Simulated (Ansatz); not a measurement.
Predict the output of the script below (the Python package of Ansatz (0.2.0)).

`bde_ch7closi2.py`:
```python
'''Cost of removing each kind of hydrogen from CH7ClOSi2, fragments frozen.'''

import ansatz
from ase import Atoms


def energy_of(molecule, charge=0, unpaired=0):
    calc = (
        molecule.calculation()
        .basis(gaussian='6-31G')
        .functional('r2scan0')
        .accuracy('medium')
        .scf(lower_state_search='light')
    )
    if charge:
        calc = calc.charge(charge)
    if unpaired:
        calc = calc.spin('collinear', total=unpaired)
    return calc.run(threads=1).report['free_energy_ev']

def without(molecule, index):
    rest = ansatz.Crystal.molecule()
    for i, site in enumerate(molecule.cartesian_sites):
        if i != index:
            rest = rest.atom(site.symbol, site.position_ang)
    return rest

atoms = Atoms(['C', 'O', 'Si', 'Si', 'Cl', 'H', 'H', 'H', 'H', 'H', 'H', 'H'], positions=[
    (0.7703, 2.1157, 0.5285),
    (-0.1318, 1.1332, 0.0912),
    (0.2693, -0.5076, 0.2645),
    (-1.2726, -1.8343, -0.7378),
    (-1.3081, -1.5617, -2.789),
    (0.9605, 2.0183, 1.6411),
    (0.4084, 3.0725, 0.3506),
    (1.7354, 2.0304, 0.0319),
    (1.6066, -0.7142, -0.3093),
    (0.3663, -0.8133, 1.7035),
    (-2.6381, -1.5937, -0.2941),
    (-0.9482, -3.2904, -0.5419),
])
molecule = ansatz.Crystal.molecule_from_ase(atoms)

whole = energy_of(molecule, 0)
hydrogen = energy_of(ansatz.Crystal.molecule().atom('H', (0, 0, 0)), 0, 1)
print(f'E(molecule) = {whole:.5f} eV, E(H) = {hydrogen:.5f} eV')
for index in [7, 9, 11]:
    radical = energy_of(without(molecule, index), 0, 1)
    print(f'H{index}: homolysis {23.060548 * (radical + hydrogen - whole):.1f} kcal/mol')
```

```console
$ python bde_ch7closi2.py
E(molecule) = -31467.66269 eV, E(H) = -13.55743 eV
H7: homolysis 105.0 kcal/mol
H9: homolysis 84.1 kcal/mol
H11: homolysis 84.4 kcal/mol
```

Reading the output:
- The settings weren't tested for convergence.
- The geometry is a force-field or estimated start, not a minimum of this method, and the basis set is short of its limit. All parts are taken at fixed geometry, without zero-point energy.
- Finished in 47 s on 1 thread of Arm Neoverse V1, on a shared host, peak memory 0.36 GiB.
